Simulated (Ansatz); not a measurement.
Geometry optimisation, Ansatz, DFT PBE-D3(BJ), scalar-relativistic, plane waves, PAW.

The input (input.yaml):

```yaml
crystal:
  lattice:
    - [7.398, 0.0, 0.0]
    - [-3.699, 6.406856, 0.0]
    - [0.0, 0.0, 13.0]
  atoms:
    - { symbol: C, position: [0.0, 0.0, 0.07692308] }
    - { symbol: C, position: [0.22222222, 0.11111111, 0.07692308] }
    - { symbol: C, position: [0.0, 0.33333333, 0.07692308] }
    - { symbol: C, position: [0.22222222, 0.44444444, 0.07692308] }
    - { symbol: C, position: [0.0, 0.66666666, 0.07692308] }
    - { symbol: C, position: [0.22222222, 0.77777777, 0.07692308] }
    - { symbol: C, position: [0.33333333, 0.0, 0.07692308] }
    - { symbol: C, position: [0.55555556, 0.11111111, 0.07692308] }
    - { symbol: C, position: [0.33333333, 0.33333333, 0.07692308] }
    - { symbol: C, position: [0.55555555, 0.44444444, 0.07692308] }
    - { symbol: C, position: [0.33333333, 0.66666666, 0.07692308] }
    - { symbol: C, position: [0.55555555, 0.77777777, 0.07692308] }
    - { symbol: C, position: [0.66666667, 0.0, 0.07692308] }
    - { symbol: C, position: [0.88888889, 0.11111111, 0.07692308] }
    - { symbol: C, position: [0.66666667, 0.33333333, 0.07692308] }
    - { symbol: C, position: [0.88888889, 0.44444444, 0.07692308] }
    - { symbol: C, position: [0.66666666, 0.66666666, 0.07692308] }
    - { symbol: C, position: [0.88888889, 0.77777777, 0.07692308] }
    - { symbol: "N", position: [0.27777778, 0.05555556, 0.17769231] }
    - { symbol: H, position: [0.37037037, -0.25925926, 0.15230769] }
    - { symbol: H, position: [0.36920537, 0.20003547, 0.22230769] }
    - { symbol: H, position: [0.13339537, 0.00309477, 0.22230769] }
basis:
  ecutwfc: 420.0
kpoints:
  mp_grid: { grid: [2, 2, 1] }
hamiltonian:
  xc: pbe
  dispersion: d3bj
scf:
  occupations: { method: gaussian, width: 0.02 }
  lower_state_search: "off"
relax:
  f_tol: 0.03
  max_steps: 60
  adjacent_minimum: "off"
```

Run as:

```bash
$ ansatz run input.yaml --threads 1 --pin off --max-ram 3072MiB --backend cpu --events-out ev --progress --plain --runs-dir out
```

Q: Where does it end, and by what steps?

A: The forces met the threshold. The force dipped under the threshold on the way, but the program's further checks kept it going. Limits of this set-up: coarse k mesh, slab without dipole correction. After 21 steps the energy has fallen by 4.793 eV; H22 moved furthest, 1.20 Å. The start is strongly strained (largest force component 9 eV/Å), so its close contacts needn't be bonds. Parted: C7–N19.

| step | energy less start (eV) | largest force component (eV/Å) | accepted |
| --- | --- | --- | --- |
| 0 | 0.0000 | 9.389 | yes |
| 1 | -2.0438 | 5.073 | yes |
| 2 | -3.0535 | 1.714 | yes |
| 3 | -3.4151 | 1.570 | yes |
| 4 | -3.9037 | 1.676 | yes |
| 5 | -4.2615 | 1.891 | yes |
| 6 | -4.5993 | 0.750 | yes |
| 7 | -4.6134 | 1.295 | yes |
| 8 | -4.6775 | 0.778 | yes |
| 9 | -4.6700 | 0.837 | no |
| 10 | -4.7218 | 0.094 | yes |
| 11 | -4.7292 | 0.073 | yes |
| 12 | -4.7385 | 0.499 | yes |
| 13 | -4.7669 | 0.259 | yes |
| 14 | -4.5287 | 1.537 | no |
| 15 | -4.7805 | 0.142 | yes |
| 16 | -4.7871 | 0.302 | yes |
| 17 | -4.7902 | 0.159 | yes |
| 18 | -4.6164 | 2.577 | no |
| 19 | -4.7926 | 0.076 | yes |
| 20 | -4.7929 | 0.024 | yes |
| 21 | -4.7929 | 0.024 | yes |

```xyz
22
Lattice="7.3980 0.0000 0.0000 -3.6990 6.4069 0.0000 0.0000 0.0000 13.0000" Properties=species:S:1:pos:R:3
C 0.033 -0.046 0.910
C 1.282 0.672 1.346
C -1.173 2.106 0.882
C 0.053 2.781 0.913
C -2.407 4.242 0.884
C -1.209 4.966 0.914
C 2.533 -0.039 0.936
C 3.738 0.673 0.868
C 1.289 2.114 0.942
C 2.508 2.805 0.869
C 0.056 4.240 1.159
C 1.315 4.967 0.850
C 5.000 -0.039 0.797
C 6.227 0.663 0.823
C 3.748 2.101 0.891
C 4.991 2.819 0.890
C 2.522 4.253 0.798
C 3.743 4.963 0.823
N 1.280 0.585 2.862
H 3.769 -2.152 2.286
H 2.074 1.128 3.216
H 0.432 1.044 3.210
```

Whether the end is a true minimum wasn't checked by a vibrational analysis.

The run took 2.3 min on 1 thread of Arm Neoverse V2 (shared host), peak memory 0.68 GiB.
